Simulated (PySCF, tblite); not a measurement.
**C₃H₈F₂Si₂+ (doublet): geometry, infrared bands and EPR parameters**

What infrared bands and EPR parameters should C₃H₈F₂Si₂+ (doublet) (`[CH2+][CH][Si@@H]([SiH3])C(F)F`) show?

The runs use tblite 0.8.0 and PySCF 2.14.0, with density-fitted response routines of our own; the level of theory stands in each step. All values are computed, except where a source is named. Atoms are numbered from 0 throughout.

## 1. Starting geometry

15 atoms, charge 1, multiplicity 2; geometry from: force field or distance geometry start.

Bonds of the start (Å): C0–C1 1.42, C1–Si2 1.84, Si2–Si3 2.29, Si2–C4 1.83, C4–F5 1.36, C4–F6 1.35, C0–H7 1.09, C0–H8 1.08, C1–H9 1.10, Si2–H10 1.50, Si3–H11 1.50, Si3–H12 1.47, Si3–H13 1.49, C4–H14 1.10.

## 2. Geometry optimisation with GFN2-xTB

The job: settings as JSON, then the geometry in Å.

```
{"job": {"kind": "relax", "xc": "GFN2-xTB", "basis": "xTB"}, "charge": 1, "multiplicity": 2}
C     -1.878700     1.833800     0.700200
C     -1.319600     0.530200     0.610800
Si     0.159500     0.157500    -0.412100
Si     1.922700    -0.454300     0.916100
C     -0.107000    -1.224500    -1.584400
F      1.029600    -1.477500    -2.290100
F     -0.405300    -2.364100    -0.924000
H     -2.750000     2.002200     1.335700
H     -1.466500     2.680400     0.166100
H     -1.763700    -0.291300     1.184300
H      0.508000     1.412900    -1.147500
H      1.589300    -1.680800     1.717700
H      3.143000    -0.718200     0.130900
H      2.243400     0.627900     1.885100
H     -0.909100    -1.026200    -2.310600
```

Command:

```console
$ OMP_NUM_THREADS=1 python probes_run.py task.json out
```

This one command runs all jobs of the session in turn.

**Question.** This job is followed by: GFN2-xTB harmonic vibrations, gas phase; UKS B3LYP, pcH-1 on C F H Si, non-relativistic, mean-field spin-orbit, GIAO. What will the session give for the following? strongest single infrared mode (GFN2-xTB); zero-point energy (GFN2-xTB); g(iso) (B3LYP); ⟨S²⟩; largest a(iso) (averaged by class).

The runs gave:

```
                                 quantity                 value
strongest single infrared mode (GFN2-xTB)  684 cm⁻¹, 221 km/mol
             zero-point energy (GFN2-xTB)         57.9 kcal/mol
                           g(iso) (B3LYP)               2.00601
                                     ⟨S²⟩    0.756 (exact 0.75)
       largest a(iso) (averaged by class)   1H on H14, 46.6 MHz
```

What this shows: Relaxing lowered the energy by 0.852 eV in 100 steps; the close pair that moved most is Si2–Si3, from 2.291 to 2.753 Å. The frame itself reshapes: Si2···Si3 goes from 2.29 to 2.75 Å. The lowest mode is imaginary (32i cm⁻¹), so the xTB geometry is not a minimum: the zero-point energy counts the real modes alone, and all values at this geometry belong to a saddle point. The strongest single mode, at 684 cm⁻¹, moves mainly H12 and H11. Unscaled tight-binding wavenumbers are off by several per cent, some by more. Its intensities can rank the bands wrongly. The largest spin populations lie on Si3 (0.39 e), Si2 (0.35 e). The isotropic g lies 3.7 ppt above the free-electron value. These values are for one conformer; the search (at its own cheap level) found 2 more, at 0.03, 0.29 kcal/mol (those within 0.05 may be mirror or relabelled copies), and measured spectra average over such forms.
